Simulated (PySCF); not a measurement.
**A diatomic session: RbBi**

An exercise on one series of results from a longer session: the logs are not shown, and one member is left open.

Program: PySCF 2.14.0. Level of theory: Rb def2-SVPD with ECP28, Bi def2-SVPD with ECP60, scalar-relativistic core potentials. These are calculated values, not measurements.

Set-up of the first run:

A driver script around PySCF takes these settings:

```
atoms                         : Rb, Bi
charge                        : 0
basis                         : Rb def2-SVPD with ECP28, Bi def2-SVPD with ECP60
Hamiltonian                   : scalar-relativistic core potentials
basis functions               : 59
electrons treated             : 32
masses in u                   : 84.9118, 208.9804
levels                        : PBE0, PBE, r²SCAN, B97-3, PBEsol, TPSS, HSE06, HF, MP2, SCS-MP2
grid                          : 80 radial by 434 angular points
occupations                   : held fixed by the projection of orbital angular momentum
dissociation limit            : Rb + Bi, each in its ground configuration
starting distance in angstrom : 3.520
values of 2S to try           : 0, 2, 4
```

On the command line:

```bash
$ OMP_NUM_THREADS=1 python dia.py task.json out
```

Among the steps run: The job; The PBE0 curve of the state that the search chose; Higher solutions at PBE0; PBE (GGA); r²SCAN (meta-GGA); B97-3 (global hybrid GGA); PBEsol (GGA); TPSS; HSE06; ROHF.

One of the session's tables, all rows but one given; the rest of the session is left out.

Energy (eV) from each level's lowest point:

| R (Å) | ROHF | ROHF-MP2 | ROHF-SCS-MP2 | PBE | PBEsol |
| --- | --- | --- | --- | --- | --- |
| 3.068 | 0.537 | 0.430 | 0.451 | 0.386 | 0.332 |
| 3.211 | 0.260 | 0.193 | 0.207 | 0.172 | 0.136 |
| 3.354 | 0.099 | 0.062 | 0.070 | 0.055 | 0.035 |
| 3.461 | 0.033 | 0.015 | 0.019 | 0.013 | 0.004 |
| 3.568 | 0.003 | 0.000 | 0.000 | 0.000 | 0.000 |
| 3.675 | 0.000 | 0.009 | 0.006 | 0.008 | 0.017 |
| 3.818 | 0.028 | 0.050 | 0.042 | 0.042 | 0.061 |
| 3.996 | ? | ? | ? | ? | ? |
| 4.210 | 0.212 | 0.254 | 0.235 | 0.208 | 0.247 |
| 4.496 | 0.391 | 0.437 | 0.412 | 0.346 | 0.396 |

Q: Estimate the row for R (Å) = 3.996 from the others.

Worked estimate for «ROHF». A straight line through the neighbours (3.818, 0.028) and (4.210, 0.212) gives 0.028 + (0.212 − 0.028) × (3.996 − 3.818) / (4.210 − 3.818) = 0.112; a parabola fitted to 4 rows on both sides gives 0.102.

As computed: ROHF: 0.097; ROHF-MP2: 0.131; ROHF-SCS-MP2: 0.118; PBE: 0.109; PBEsol: 0.139. In «ROHF» the line misses by +0.015 and the parabola by +0.005.
